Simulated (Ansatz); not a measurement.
# HF/3-21G run of CH5BFN (SMILES CB(N)F)

What is the vertical singlet–triplet gap of CH5BFN at HF/3-21G? 

The results are computed with Ansatz 0.2.0.

126 further runs of the same task are left out: 126 set aside as unsound or not needed.

### 1 The system as given

CH5BFN has 9 atoms, charge 0, and is taken as a singlet. As SMILES, `CB(N)F`. Geometry: relaxed at PBE0-D4/def2-TZVP.

Bond lengths: C1–B2 1.566 Å, B2–N3 1.396 Å, B2–F4 1.347 Å, C1–H5 1.094 Å, C1–H6 1.091 Å, C1–H7 1.094 Å, N3–H8 1.006 Å, N3–H9 1.003 Å. Some angles: C1–B2–N3 124.5°, C1–B2–F4 118.6°, N3–B2–F4 116.9°, B2–C1–H5 110.2°, B2–C1–H6 113.8°, B2–C1–H7 110.2°, B2–N3–H8 122.4°, B2–N3–H9 123.0°, H5–C1–H6 108.1°, H5–C1–H7 106.2°.

### 2 The energy at HF/3-21G

molecule.yaml reads:

```yaml
crystal:
  periodic: [false, false, false]
  atoms:
    - {symbol: C, position_ang: [-0.428400, 0.964700, -0.539000]}
    - {symbol: B, position_ang: [0.098200, -0.482300, -0.251400]}
    - {symbol: "N", position_ang: [0.546200, -0.928100, 0.993800]}
    - {symbol: F, position_ang: [0.128500, -1.370900, -1.263800]}
    - {symbol: H, position_ang: [0.176600, 1.438400, -1.318100]}
    - {symbol: H, position_ang: [-0.424000, 1.616300, 0.336600]}
    - {symbol: H, position_ang: [-1.450400, 0.924300, -0.928000]}
    - {symbol: H, position_ang: [0.878700, -1.865200, 1.143700]}
    - {symbol: H, position_ang: [0.563100, -0.343500, 1.809000]}
basis:
  gaussian:
    orbitals: 3-21G.json
hamiltonian:
  xc: hf
accuracy: high
output:
  orbitals: {seedname: orbitals}
```

The basis set 3-21G is read from a file made from the Basis Set Exchange's data (not shown).

Launch:

```bash
$ ansatz run molecule.yaml --threads 1 --pin off --max-ram 3480MiB --events-out events.jsonl --progress --plain --runs-dir runs
```

The log of the run:

```text
Warning: RAYON_NUM_THREADS=1 ignored (pool sized by the plan → 1); use --threads N
Functional definition: HF
  name "HF"
  exchange = exact_x
  correlation = 0
1088 factors; integrals over basis functions are off by at most 6.7e-9 eV
mean field evaluation 1: about -5938.0329 eV, gradient 3.2e1 eV
mean field evaluation 2: about -5938.0280 eV, gradient 3.2e1 eV
mean field evaluation 4: about -5940.1519 eV, gradient 2.1e0 eV
mean field evaluation 8: about -5940.1654 eV, gradient 1.1e-1 eV
mean field -5940.16544690 eV, -218.2970537850 hartree, gradient 3.7e-8 eV, S^2 0.000000; 0 other end points of the search recorded, 0 dependent functions left out
reference -5940.16544690 eV, -218.2970537850 hartree; 16, 16 occupied and 30, 30 virtual orbitals, 1088 factors
Total energy: -5940.16544690 eV, -218.2970537850 hartree
```

Wall time 0.48 s (1 thread of Arm Neoverse V1, shared host); peak memory 0.094 GiB.

### 3 The triplet, same level

job.yaml reads:

```yaml
crystal:
  periodic: [false, false, false]
  atoms:
    - {symbol: C, position_ang: [-0.428400, 0.964700, -0.539000]}
    - {symbol: B, position_ang: [0.098200, -0.482300, -0.251400]}
    - {symbol: "N", position_ang: [0.546200, -0.928100, 0.993800]}
    - {symbol: F, position_ang: [0.128500, -1.370900, -1.263800]}
    - {symbol: H, position_ang: [0.176600, 1.438400, -1.318100]}
    - {symbol: H, position_ang: [-0.424000, 1.616300, 0.336600]}
    - {symbol: H, position_ang: [-1.450400, 0.924300, -0.928000]}
    - {symbol: H, position_ang: [0.878700, -1.865200, 1.143700]}
    - {symbol: H, position_ang: [0.563100, -0.343500, 1.809000]}
basis:
  gaussian: {orbitals: 3-21G.json}
magnetization: {spin_polarized: true, initial_magnetization: 2}
hamiltonian: {xc: hf}
output: {orbitals: {seedname: orbitals}}
accuracy: high
```

The basis set 3-21G is read from a file made from the Basis Set Exchange's data (not shown).

Launch:

```bash
$ ansatz run job.yaml --threads 1 --pin off --max-ram 3480MiB --events-out events.jsonl --progress --plain --runs-dir runs
```

The log of the run:

```text
Warning: RAYON_NUM_THREADS=1 ignored (pool sized by the plan → 1); use --threads N
[... 4 set-up lines as earlier in the session ...]
1088 factors; integrals over basis functions are off by at most 6.7e-9 eV
mean field evaluation 1: about -5930.2500 eV, gradient 2.2e1 eV
mean field evaluation 2: about -5930.2490 eV, gradient 2.2e1 eV
mean field evaluation 4: about -5932.8346 eV, gradient 2.5e0 eV
mean field evaluation 8: about -5932.9048 eV, gradient 1.5e-1 eV
mean field evaluation 16: about -5927.4510 eV, gradient 3.4e0 eV
mean field -5932.90515881 eV, -218.0302431188 hartree, gradient 2.2e-8 eV, S^2 2.018536; 0 other end points of the search recorded, 0 dependent functions left out
reference -5932.90515881 eV, -218.0302431188 hartree; 17, 15 occupied and 29, 31 virtual orbitals, 1088 factors
Total energy: -5932.90515881 eV, -218.0302431188 hartree
```

Wall time 0.78 s (1 thread of Arm Neoverse V1, shared host); peak memory 0.11 GiB.

### 4 Results

Level: HF/3-21G.

| quantity | value |
| --- | --- |
| singlet: total energy | -218.29705 Eh |
| singlet: HOMO energy | -11.59 eV |
| singlet: LUMO energy | 6.15 eV |
| singlet: HOMO–LUMO gap | 17.75 eV |
| triplet: total energy | -218.03024 Eh |
| triplet: HOMO energy (highest over α and β) | -3.08 eV |
| triplet: LUMO energy (lowest over α and β) | -0.02 eV |
| triplet: ⟨S²⟩ | 2.019 |
| vertical energy of the triplet above the singlet | 7.260 eV |

In words: At this shape the triplet lies 7.26 eV (701 kJ/mol) above the singlet.
